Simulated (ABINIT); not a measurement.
# NaCuSe2 (P6/mmm) in ABINIT: single point with PBE

Aim: the single point of NaCuSe2 with PBE.

All numbers are computed with ABINIT 10.8.3 (patched build); they aren't measurements. Logs are shortened: lines on timing, memory, paths and dates and some standing lists are left out, and cuts for length are marked. The log counts tension as positive stress, the text compression.

## (1) The structure

Symmetry: P6/mmm, No. 191, hexagonal system. The conventional cell has a = 4.598 Å, b = 4.598 Å, c = 5.819 Å, α = 90.00°, β = 90.00°, γ = 120.00°. Around Na (site symmetry 6/mmm) lie 6 Se at 2.65 Å and 2 Cu at 2.91 Å. Around Cu (site symmetry 6/mmm) lie 2 Na at 2.91 Å. Se (site symmetry -6m2) is surrounded by 3 Se at 2.65 Å and 3 Na at 2.65 Å.

The cell was built by a generator and needn't be a form met in nature.

## (2) Single point, PBE

File run.abi:

```
# Pseudopotentials
pp_dirpath "./"
pseudos "Na.upf, Cu.upf, Se.upf"

# Structure
acell 4.59837562 4.5983756173 5.81856747 Angstrom
rprim
     1.0000000000     0.0000000000     0.0000000000
    -0.5000000003     0.8660254036     0.0000000000
     0.0000000000     0.0000000000     1.0000000000
ntypat 3
znucl 11 29 34
natom 4
typat 1 2 3 3
xred
     0.0000000000     0.0000000000     0.5000000000
     0.0000000000     0.0000000000     0.0000000000
     0.3333333300     0.6666666700     0.5000000000
     0.6666666700     0.3333333300     0.5000000000

# Plane-wave basis
ecut 1142.878222 eV

# k points
kptopt 1
ngkpt 5 5 4
nshiftk 1
shiftk 0.0 0.0 0.0

# Exchange and correlation
ixc 11

# Bands and occupations
nband 36
occopt 3
tsmear 0.00183747

# SCF cycle
nstep 100
tolvrs 1.0e-10

# Output
iomode 3
prtwf 0
prtden 0
prteig 0
prtebands 0
enunit 1
```

Potentials or basis: PseudoDojo NC SR PBE v0.5 standard.

Run with:

```console
> mpirun --bind-to none -np 4 abinit run.abi > log 2>&1
```

run.abo:

```text
.Version 10.8.3 of ABINIT
 Symmetries : space group P6/m m m (#191); Bravais hP (primitive hexag.)
================================================================================
 Values of the parameters that define the memory need of the present run
     intxc =       0    ionmov =       0      iscf =       7    lmnmax =       6
     lnmax =       6     mgfft =      72  mpssoang =       3    mqgrid =    3208
     natom =       4  nloc_mem =       1    nspden =       1   nspinor =       1
    nsppol =       1      nsym =      24    n1xccc =    2501    ntypat =       3
    occopt =       3   xclevel =       2
       mpw =        9374          nfft =      209952          nkpt =          15
================================================================================
================================================================================

--------------------------------------------------------------------------------
------------- Echo of variables that govern the present computation ------------
--------------------------------------------------------------------------------
 -outvars: echo values of preprocessed input variables --------
            acell      8.6896705459E+00  8.6896705407E+00  1.0995498963E+01 Bohr
              amu      2.29897680E+01  6.35460000E+01  7.89600000E+01
             ecut      4.20000000E+01 Hartree
           enunit           1
              ixc          11
         kptrlatt        5    0    0      0    5    0      0    0    4
          kptrlen      4.34483527E+01
            natom           4
            nband          36
            ngfft          54      54      72
             nkpt          15
            nstep         100
             nsym          24
           ntypat           3
           occopt           3
           prtden           0
        prtebands           0
           prteig           0
            prtwf           0
            rprim      1.0000000000E+00  0.0000000000E+00  0.0000000000E+00
                      -5.0000000030E-01  8.6602540360E-01  0.0000000000E+00
                       0.0000000000E+00  0.0000000000E+00  1.0000000000E+00
          spgroup         191
           tolvrs      1.00000000E-10
           tsmear      1.83747000E-03 Hartree
            typat      1  2  3  3
           xangst      0.0000000000E+00  0.0000000000E+00  2.9092837350E+00
                       0.0000000000E+00  0.0000000000E+00  6.4599075755E-16
                      -1.9674716077E-11  2.6548733999E+00  2.9092837350E+00
                       2.2991878100E+00  1.3274367000E+00  2.9092837350E+00
            xcart      0.0000000000E+00  0.0000000000E+00  5.4977494817E+00
                       0.0000000000E+00  0.0000000000E+00  1.2207456116E-15
                      -3.7179824990E-11  5.0169836248E+00  5.4977494817E+00
                       4.3448352729E+00  2.5084918124E+00  5.4977494817E+00
             xred      0.0000000000E+00  0.0000000000E+00  5.0000000000E-01
                       0.0000000000E+00  0.0000000000E+00  1.1102230246E-16
                       3.3333333333E-01  6.6666666667E-01  5.0000000000E-01
                       6.6666666667E-01  3.3333333333E-01  5.0000000000E-01
            znucl       11.00000   29.00000   34.00000

================================================================================

 chkinp: Checking input parameters for consistency.

================================================================================
== DATASET  1 ==================================================================

--- !DatasetInfo
iteration_state: {dtset: 1, }
dimensions: {natom: 4, nkpt: 15, mband: 36, nsppol: 1, nspinor: 1, nspden: 1, mpw: 9374, }
cutoff_energies: {ecut:  42.0, pawecutdg:  -1.0, }
electrons: {nelect:   6.00000000E+01, charge:   0.00000000E+00, occopt:   3.00000000E+00, tsmear:   1.83747000E-03, }
meta: {optdriver: 0, ionmov: 0, optcell: 0, iscf: 7, paral_kgb: 0, }
...

 Exchange-correlation functional for the present dataset will be:
  GGA: Perdew-Burke-Ernzerhof functional - ixc=11
  J.P.Perdew, K.Burke, M.Ernzerhof, PRL 77, 3865 (1996)

 Real(R)+Recip(G) space primitive vectors, cartesian coordinates (Bohr,Bohr^-1):
 R(1)=  8.6896705  0.0000000  0.0000000  G(1)=  0.1150792  0.0664410  0.0000000
 R(2)= -4.3448353  7.5254754  0.0000000  G(2)=  0.0000000  0.1328820  0.0000000
 R(3)=  0.0000000  0.0000000 10.9954990  G(3)=  0.0000000  0.0000000  0.0909463
 Unit cell volume ucvol=  7.1903858E+02 bohr^3
 Angles (23,13,12)=  9.00000000E+01  9.00000000E+01  1.20000000E+02 degrees

 getcut: wavevector=  0.0000  0.0000  0.0000  ngfft=  54  54  72
         ecut(hartree)=     42.000   => boxcut(ratio)=   2.13059

--- Pseudopotential description ------------------------------------------------
- pspini: atom type   1  psp file is ./Na.upf
12 -101130 1 -1 1992                          pspcod,pspxc,lmax,lloc,mmax
     nproj     2     2     0

- pspini: atom type   2  psp file is ./Cu.upf
12 -101130 2 -1 1492                          pspcod,pspxc,lmax,lloc,mmax
     nproj     2     2     2

- pspini: atom type   3  psp file is ./Se.upf
12 -101130 2 -1 1214                          pspcod,pspxc,lmax,lloc,mmax
     nproj     2     2     2

   5.40529006E+03                                ecore*ucvol(ha*bohr**3)
--------------------------------------------------------------------------------

================================================================================

--- !BeginCycle
iteration_state: {dtset: 1, }
solver: {iscf: 7, nstep: 100, nline: 4, wfoptalg: 0, }
tolerances: {tolvrs: 1.00E-10, }
...

     iter   Etot(hartree)      deltaE(h)  residm     vres2
 ETOT  1  -454.38706774299    -4.544E+02 1.237E+00 1.927E+05
 ETOT  2  -446.79824421345     7.589E+00 1.434E+00 4.161E+05
 ETOT  3  -472.91331938533    -2.612E+01 7.626E-01 5.583E+04
 ETOT  4  -476.25999062954    -3.347E+00 7.704E-02 1.995E+04
 ETOT  5  -476.52927347084    -2.693E-01 1.227E-02 1.600E+04
 ETOT  6  -477.14317837261    -6.139E-01 1.373E-02 8.046E+03
 ETOT  7  -477.12525495749     1.792E-02 2.957E-03 8.010E+03
 ETOT  8  -477.20432700397    -7.907E-02 9.288E-04 6.711E+03
 ETOT  9  -477.32447561729    -1.201E-01 8.778E-04 4.692E+03
 ETOT 10  -472.23585304938     5.089E+00 2.372E-02 6.638E+04
 ETOT 11  -473.73956524981    -1.504E+00 1.016E-02 4.856E+04
 ETOT 12  -474.82685745457    -1.087E+00 2.639E-03 3.523E+04
 ETOT 13  -474.92547257896    -9.862E-02 1.449E-03 3.409E+04
 ETOT 14  -471.74180004961     3.184E+00 1.156E-03 7.218E+04
 ETOT 15  -471.90169509327    -1.599E-01 8.659E-04 7.065E+04
 ETOT 16  -476.86942247428    -4.968E+00 7.239E-04 1.135E+04
 ETOT 17  -477.57485111469    -7.054E-01 3.575E-03 1.200E+03
 ETOT 18  -477.64124861384    -6.640E-02 2.912E-04 2.589E+02
 ETOT 19  -477.63610441069     5.144E-03 5.187E-05 3.128E+02
 ETOT 20  -477.62918499176     6.919E-03 2.862E-05 3.831E+02
 ETOT 21  -477.59908589674     3.010E-02 7.841E-05 7.335E+02
 ETOT 22  -477.52026194231     7.882E-02 5.090E-04 1.566E+03
 ETOT 23  -477.48617287325     3.409E-02 4.538E-05 1.954E+03
 ETOT 24  -477.66487583658    -1.787E-01 4.235E-03 1.004E+01
 ETOT 25  -477.66487566946     1.671E-07 9.427E-05 8.354E+00
 ETOT 26  -477.66590621654    -1.031E-03 2.720E-05 1.651E+00
 ETOT 27  -477.66607747526    -1.713E-04 9.721E-06 7.637E-03
 ETOT 28  -477.66607854092    -1.066E-06 1.738E-06 2.501E-04
 ETOT 29  -477.66607852693     1.398E-08 1.098E-05 3.215E-04
 ETOT 30  -477.66607856716    -4.023E-08 1.854E-06 1.132E-05
 ETOT 31  -477.66607856777    -6.086E-10 1.197E-05 2.906E-06
 ETOT 32  -477.66607856805    -2.765E-10 2.020E-06 2.161E-08
 ETOT 33  -477.66607856804     1.535E-12 1.313E-05 2.483E-09
 ETOT 34  -477.66607856807    -2.689E-11 2.225E-06 4.981E-10
 ETOT 35  -477.66607856806     5.798E-12 1.437E-05 4.834E-11

 At SCF step   35       vres2   =  4.83E-11 < tolvrs=  1.00E-10 =>converged.

 Cartesian components of stress tensor (hartree/bohr^3)
  sigma(1 1)= -4.16586187E-04  sigma(3 2)=  0.00000000E+00
  sigma(2 2)= -4.16586171E-04  sigma(3 1)=  0.00000000E+00
  sigma(3 3)=  6.67164310E-05  sigma(2 1)=  7.43899622E-14

--- !ResultsGS
iteration_state: {dtset: 1, }
comment   : Summary of ground state results
lattice_vectors:
- [  8.6896705,   0.0000000,   0.0000000, ]
- [ -4.3448353,   7.5254754,   0.0000000, ]
- [  0.0000000,   0.0000000,  10.9954990, ]
lattice_lengths: [   8.68967,    8.68967,   10.99550, ]
lattice_angles: [ 90.000,  90.000, 120.000, ] # degrees, (23, 13, 12)
lattice_volume:   7.1903858E+02
convergence: {deltae:  5.798E-12, res2:  4.834E-11, residm:  1.437E-05, diffor: null, }
etotal    :  -4.77666079E+02
entropy   :   0.00000000E+00
fermie    :   8.19006964E-02
cartesian_stress_tensor: # hartree/bohr^3
- [ -4.16586187E-04,   7.43899622E-14,   0.00000000E+00, ]
- [  7.43899622E-14,  -4.16586171E-04,   0.00000000E+00, ]
- [  0.00000000E+00,   0.00000000E+00,   6.67164310E-05, ]
pressure_GPa:   7.5166E+00
xred      :
- [  0.0000E+00,   0.0000E+00,   5.0000E-01, Na]
- [  0.0000E+00,   0.0000E+00,   1.1102E-16, Cu]
- [  3.3333E-01,   6.6667E-01,   5.0000E-01, Se]
- [  6.6667E-01,   3.3333E-01,   5.0000E-01, Se]
cartesian_forces: # hartree/bohr
- [ -1.98315107E-27,  -1.14497280E-27,  -0.00000000E+00, ]
- [ -1.98315107E-27,  -1.14497280E-27,  -0.00000000E+00, ]
- [ -1.98315107E-27,   8.01480963E-27,  -0.00000000E+00, ]
- [  5.94945321E-27,  -5.72486402E-27,  -0.00000000E+00, ]
force_length_stats: {min:   2.28994561E-27, max:   8.25651631E-27, mean:   5.27323096E-27, }
...

 Integrated electronic density in atomic spheres:
 ------------------------------------------------
 Atom  Sphere_radius  Integrated_density
    1        2.00000          8.02997066
    2        2.00000         17.29704354
    3        2.00000         13.18957200
    4        2.00000         13.18957200
================================================================================

 ----iterations are completed or convergence reached----

 Mean square residual over all n,k,spin=   26.652E-09; max=  14.371E-06
 reduced coordinates (array xred) for    4 atoms
       0.000000000000      0.000000000000      0.500000000000
       0.000000000000      0.000000000000      0.000000000000
       0.333333333333      0.666666666667      0.500000000000
       0.666666666667      0.333333333333      0.500000000000
 rms dE/dt=  3.4466E-26; max dE/dt=  6.8932E-26; dE/dt below (all hartree)
    1       0.000000000000      0.000000000000      0.000000000000
    2       0.000000000000      0.000000000000      0.000000000000
    3       0.000000000000     -0.000000000000      0.000000000000
    4      -0.000000000000      0.000000000000      0.000000000000

 cartesian coordinates (angstrom) at end:
    1      0.00000000000000     0.00000000000000     2.90928373500000
    2      0.00000000000000     0.00000000000000     0.00000000000000
    3     -0.00000000001967     2.65487339991775     2.90928373500000
    4      2.29918780999016     1.32743669995888     2.90928373500000

 cartesian forces (hartree/bohr) at end:
    1     -0.00000000000000    -0.00000000000000    -0.00000000000000
    2     -0.00000000000000    -0.00000000000000    -0.00000000000000
    3     -0.00000000000000     0.00000000000000    -0.00000000000000
    4      0.00000000000000    -0.00000000000000    -0.00000000000000
 frms,max,avg= 3.4979497E-27 8.0148096E-27   0.000E+00  0.000E+00  0.000E+00 h/b

 cartesian forces (eV/Angstrom) at end:
    1     -0.00000000000000    -0.00000000000000    -0.00000000000000
    2     -0.00000000000000    -0.00000000000000    -0.00000000000000
    3     -0.00000000000000     0.00000000000000    -0.00000000000000
    4      0.00000000000000    -0.00000000000000    -0.00000000000000
 frms,max,avg= 1.7987181E-25 4.1213808E-25   0.000E+00  0.000E+00  0.000E+00 e/A
 length scales=  8.689670545851  8.689670540749 10.995498963416 bohr
              =  4.598375620000  4.598375617300  5.818567470000 angstroms
 Fermi (or HOMO) energy (eV) =   2.22863   Average Vxc (eV)=  -8.62639
 Eigenvalues (   eV  ) for nkpt=  15  k points:
 kpt#   1, nband= 36, wtk=  0.01000, kpt=  0.0000  0.0000  0.0000 (reduced coord)
-108.61310  -66.10866  -66.01133  -66.01133  -49.55056  -45.88967  -45.88967  -45.87232
 -45.87232  -45.67751  -45.67751  -45.66805  -45.66805  -45.62094  -45.59968  -21.56665
 -21.56665  -21.50344  -12.74553   -8.06356   -2.47622   -2.47622   -1.54690    0.76290
   0.97276    1.08845    1.08845    1.17470    1.17470    1.72363    1.72363    2.73608
   7.51278    8.59834    9.34790    9.34790
 prteigrs : prtvol=0 or 1, do not print more k-points.

--- !EnergyTerms
iteration_state     : {dtset: 1, }
comment             : Components of total free energy in Hartree
kinetic             :  2.72473426888874E+02
hartree             :  1.89422257844536E+02
xc                  : -7.86643701676634E+01
Ewald energy        : -2.18266663635537E+02
psp_core            :  7.51738527261981E+00
local_psp           : -4.95432656562035E+02
non_local_psp       : -1.54713834926963E+02
internal            : -4.77664455286169E+02
'-kT*entropy'       : -1.62328189597371E-03
total_energy        : -4.77666078568065E+02
total_energy_eV     : -1.29979561605187E+04
band_energy         : -6.59174219459778E+01
...

 Cartesian components of stress tensor (hartree/bohr^3)
  sigma(1 1)= -4.16586187E-04  sigma(3 2)=  0.00000000E+00
  sigma(2 2)= -4.16586171E-04  sigma(3 1)=  0.00000000E+00
  sigma(3 3)=  6.67164310E-05  sigma(2 1)=  7.43899622E-14

-Cartesian components of stress tensor (GPa)         [Pressure=  7.5166E+00 GPa]
- sigma(1 1)= -1.22563888E+01  sigma(3 2)=  0.00000000E+00
- sigma(2 2)= -1.22563883E+01  sigma(3 1)=  0.00000000E+00
- sigma(3 3)=  1.96286517E+00  sigma(2 1)=  2.18862825E-09

== END DATASET(S) ==============================================================
================================================================================

 -outvars: echo values of variables after computation  --------
            acell      8.6896705459E+00  8.6896705407E+00  1.0995498963E+01 Bohr
           etotal     -4.7766607857E+02
            fcart     -1.9831510685E-27 -1.1449728042E-27 -0.0000000000E+00
                      -1.9831510685E-27 -1.1449728042E-27 -0.0000000000E+00
                      -1.9831510685E-27  8.0148096292E-27 -0.0000000000E+00
                       5.9494532056E-27 -5.7248640208E-27 -0.0000000000E+00
            rprim      1.0000000000E+00  0.0000000000E+00  0.0000000000E+00
                      -5.0000000030E-01  8.6602540360E-01  0.0000000000E+00
                       0.0000000000E+00  0.0000000000E+00  1.0000000000E+00
           strten     -4.1658618673E-04 -4.1658617067E-04  6.6716430986E-05
                       0.0000000000E+00  0.0000000000E+00  7.4389962190E-14
           xangst      0.0000000000E+00  0.0000000000E+00  2.9092837350E+00
                       0.0000000000E+00  0.0000000000E+00  6.4599075755E-16
                      -1.9674716077E-11  2.6548733999E+00  2.9092837350E+00
                       2.2991878100E+00  1.3274367000E+00  2.9092837350E+00
             xred      0.0000000000E+00  0.0000000000E+00  5.0000000000E-01
                       0.0000000000E+00  0.0000000000E+00  1.1102230246E-16
                       3.3333333333E-01  6.6666666667E-01  5.0000000000E-01
                       6.6666666667E-01  3.3333333333E-01  5.0000000000E-01
 Calculation completed.
```

Wall time 2.8 min (4 MPI ranks of Arm Neoverse V2, shared host); peak memory 0.56 GiB.

What came out:

| Item | Value |
| --- | --- |
| Free energy | -12997.9562 eV |
| Pressure | 7.5 GPa |
| Band gap on the k mesh | none (metal or under the smearing width) |
| Valence electrons inside the program's atomic spheres | Na 8.03; Cu 17.30; Se 13.19 |

Caveat: the run has no spin polarisation, though such a crystal can be magnetic.
